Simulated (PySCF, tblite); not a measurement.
# C5H10BF3Si: geometry, infrared bands and NMR shifts

Wanted: the infrared bands and NMR shifts of C5H10BF3Si (`C[C@@H](F)[C@@H]1CC[Si@H]1B(F)F`), by calculation.

Computed with tblite 0.8.0 and PySCF 2.14.0, with density-fitted response routines of our own, on a single molecule in the gas phase. Atoms are numbered from 0 throughout.

**1. The molecule as given**

20 atoms, charge 0, multiplicity 1; geometry from: force field or distance geometry start.

Bonds of the start (Å): C0–C1 1.51, C1–F2 1.40, C1–C3 1.52, C3–C4 1.53, C4–C5 1.51, C5–Si6 1.89, Si6–B7 1.91, B7–F8 1.47, B7–F9 1.46, Si6–C3 1.84, C0–H10 1.10, C0–H11 1.11, C0–H12 1.12, C1–H13 1.10, C3–H14 1.10, C4–H15 1.09, C4–H16 1.13, C5–H17 1.10, C5–H18 1.11, Si6–H19 1.45.

**2. Relaxing the molecule with GFN2-xTB**

Job settings and geometry (Å):

```
{"job": {"kind": "relax", "xc": "GFN2-xTB", "basis": "xTB"}, "charge": 0, "multiplicity": 1}
C      2.326600     1.041300     0.383400
C      1.630800    -0.079000    -0.345200
F      2.436100    -1.212500    -0.177300
C      0.275900    -0.439100     0.243900
C     -0.256900    -1.602600    -0.596600
C     -1.631800    -1.256400    -0.085700
Si    -1.149000     0.543400    -0.387100
B     -2.080700     1.679200     0.838000
F     -2.882300     1.038200     1.884600
F     -2.734200     2.855400     0.261400
H      2.441300     0.877100     1.469300
H      3.360600     1.117500    -0.022000
H      1.830300     2.020900     0.178900
H      1.555800     0.133000    -1.418300
H      0.263600    -0.704700     1.311300
H      0.148700    -2.584500    -0.358800
H     -0.198000    -1.285300    -1.678300
H     -2.464900    -1.604200    -0.721700
H     -1.756300    -1.460000     1.001500
H     -1.120800     0.932900    -1.784200
```

On the command line:

```bash
OMP_NUM_THREADS=1 python probes_run.py task.json out
```

One launch serves the whole session: the jobs run in the order shown.

**Question.** This job is followed by: GFN2-xTB harmonic vibrations, gas phase; GIAO PBE0/pcSseg-1 NMR shielding, non-relativistic, gas phase. Predict these results of the whole session: strongest single infrared mode (GFN2-xTB); zero-point energy (GFN2-xTB); 13C shifts against TMS (PBE0/pcSseg-1); 1H shifts against TMS (PBE0/pcSseg-1, means over atoms taken as alike); 19F shifts against CFCl3 (PBE0/pcSseg-1, means over atoms taken as alike); 29Si shifts against TMS (PBE0/pcSseg-1); 11B shifts against BF3·OEt2 (PBE0/pcSseg-1); surface potential, 1st and 99th percentile.

As calculated:

```
                                                                 quantity                                               value
                                strongest single infrared mode (GFN2-xTB)                               2176 cm⁻¹, 350 km/mol
                                             zero-point energy (GFN2-xTB)                                       92.2 kcal/mol
                                   13C shifts against TMS (PBE0/pcSseg-1)                     98.7, 34.4, 30.9, 22.4, 4.1 ppm
   1H shifts against TMS (PBE0/pcSseg-1, means over atoms taken as alike)  4.74, 4.36, 2.77, 2.33, 2.12, 1.33, 1.15, 1.13 ppm
19F shifts against CFCl3 (PBE0/pcSseg-1, means over atoms taken as alike)                                   -28.1, -197.2 ppm
                                  29Si shifts against TMS (PBE0/pcSseg-1)                                           -46.9 ppm
                              11B shifts against BF3·OEt2 (PBE0/pcSseg-1)                                            28.3 ppm
                                    surface potential, 1st and 99th percentile                                  -1.14 V and 1.89 V
```

In words: Relaxing lowered the energy by 2.020 eV in 110 steps; the close pair that moved most is B7–F8, from 1.466 to 1.318 Å. No mode is imaginary among the 54: a minimum at this level. The strongest single mode, at 2176 cm⁻¹, moves mainly H19. Unscaled tight-binding wavenumbers are off by several per cent, some by more. Its intensities can rank the bands wrongly. The most deshielded carbon is C1 (sp3 CH bonded to F), at 98.7 ppm: pulled downfield by the heteroatom. H13 (hydrogen on an sp3 CH bonded to F) lies farthest downfield among hydrogen, at 4.74 ppm; its carbon carries F, which withdraws density. At PBE0/pcSseg-1: The widest tensor belongs to F8, F9: span 367 ppm, with a paramagnetic part of -268 ppm. At PBE0/pcSseg-1, counted by nearest atom on the grid, the HOMO lies on C3, C5 about 21 % each; Si6 17 %, the LUMO on B7 41 %; Si6 17 %.
